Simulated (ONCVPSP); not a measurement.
**An ONCV potential for titanium, from input to tests**

Do these settings give a usable potential? It is generated, then checked for transferability, scattering, ghosts and hardness.

Program: ONCVPSP 4.0.1. Reference atom: LDA (Perdew-Zunger), scalar-relativistic, spherical and spin-unpolarised. All values are calculated.

**1. The atom and the settings**

Typed settings, in words:

| Item | Value |
| --- | --- |
| element | titanium (Ti, Z = 22) |
| type | optimised norm-conserving Vanderbilt (ONCV) |
| frozen core | [Ne] 3s2 |
| valence charge | 10 |
| reference configuration | 3p6 3d2 4s1 (charge +1) |
| partial waves | 4s: rc 2.35 bohr, ncon 4, nbas 7, qcut 2.2 1/bohr, 2 projectors, debl 2.4 Ha; 3p: rc 1.10 bohr, ncon 4, nbas 7, qcut 8.7 1/bohr, 2 projectors, debl 3.3 Ha; 3d: rc 1.65 bohr, ncon 4, nbas 9, qcut 8.9 1/bohr, 2 projectors, debl 3.4 Ha |
| local potential | polynomial inside 1.05 bohr (lpopt 5, dvloc0 -1 Ha) |
| core correction | Teter function, fcfact 4, rcfact 1.4 |

The outer shells as boxes (Hund's rule for the drawing; the calculation is spin-unpolarised):

```
[Ne] core
3s [↑↓]
3p [↑↓][↑↓][↑↓]
3d [↑ ][↑ ][  ][  ][  ]
4s [↑ ]
```

An earlier all-electron run gives the scale for the radii.

All-electron outer shells of the reference configuration (LDA (Perdew-Zunger), scalar-relativistic, ld1.x):

| shell | level (eV) | outermost node (bohr) | outermost maximum (bohr) |
| --- | --- | --- | --- |
| 3s | -69.63 | 0.40 | 0.87 |
| 3p | -46.15 | 0.37 | 0.90 |
| 3d | -11.64 | – | 0.97 |
| 4s | -10.60 | 1.24 | 2.74 |
| 4p | -6.78 | 1.37 | 3.31 |

**2. Generating the potential**

Ti.dat

```
# ATOM AND REFERENCE CONFIGURATION
# atsym  z   nc   nv     iexc    psfile
  Ti 22.00    4    3        3      upf
#
#   n    l    f
    1    0    2.00
    2    0    2.00
    2    1    6.00
    3    0    2.00
    3    1    6.00
    3    2    2.00
    4    0    1.00
#
# PSEUDOPOTENTIAL AND OPTIMIZATION
# lmax
    2
#
#   l,   rc,      ep,       ncon, nbas, qcut
    0    2.35    0.00    4    7    2.20
    1    1.10    0.00    4    7    8.70
    2    1.65    0.00    4    9    8.90
#
# LOCAL POTENTIAL
# lloc, lpopt,  rc(5),   dvloc0
    4    5    1.05   -1.00
#
# VANDERBILT-KLEINMAN-BYLANDER PROJECTORs
# l, nproj, debl
    0    2    2.40
    1    2    3.30
    2    2    3.40
#
# MODEL CORE CHARGE
# icmod, fcfact, rcfact
    3    4.00    1.40
#
# LOG DERIVATIVE ANALYSIS
# epsh1, epsh2, depsh
   -3.00    5.00    0.02
#
# OUTPUT GRID
# rlmax, drl
    6.00    0.01
#
# TEST CONFIGURATIONS
# ncnf
    4
# nvcnf
#   n    l    f
    3
    3    1    6.00
    3    2    2.00
    4    0    2.00
#
    3
    3    1    6.00
    3    2    2.00
    4    0    0.00
#
    3
    3    1    6.00
    3    2    1.00
    4    0    0.00
#
    4
    3    1    6.00
    3    2    2.00
    4    0    0.00
    4    1    1.00
#
```

Run with:

```console
$ oncvpsp.x < Ti.dat > Ti.out
```

**Question.** What will these runs give? Wanted: cutoffs for 1 and 0.1 mHa per electron, occupied waves; bound ghosts; GHOST(+) flags; largest test error; largest phase difference near zero energy, channels read; rms error of d²Exc/dn², without and with the model core.

**Answer**, as computed:

```
                                                quantity                      value
  cutoffs for 1 and 0.1 mHa per electron, occupied waves            31 Ha and 58 Ha
                                            bound ghosts             s at -64.42 eV
                                          GHOST(+) flags         none at low energy
                            largest test error (AE − PS)  +132 meV, for 3p6 3d1 4s0
largest phase difference near zero energy, channels read                  0.003 rad
 rms error of d²Exc/dn², without and with the model core          5.43 and 3.50 mHa
```

A bound ghost (s) makes it unfit for use: electrons can fall into a state that the atom doesn't have. By total energies transferability is poor: the largest error is 132 meV on 41.0 eV, for 3p6 3d1 4s0. By its cutoff, 31 Ha for the looser tolerance, it is of middling hardness. At the looser tolerance the 3d wave is the slowest; 3p needs 25 Ha. Near zero energy the phases of the channels with partial waves agree within 0.003 rad.
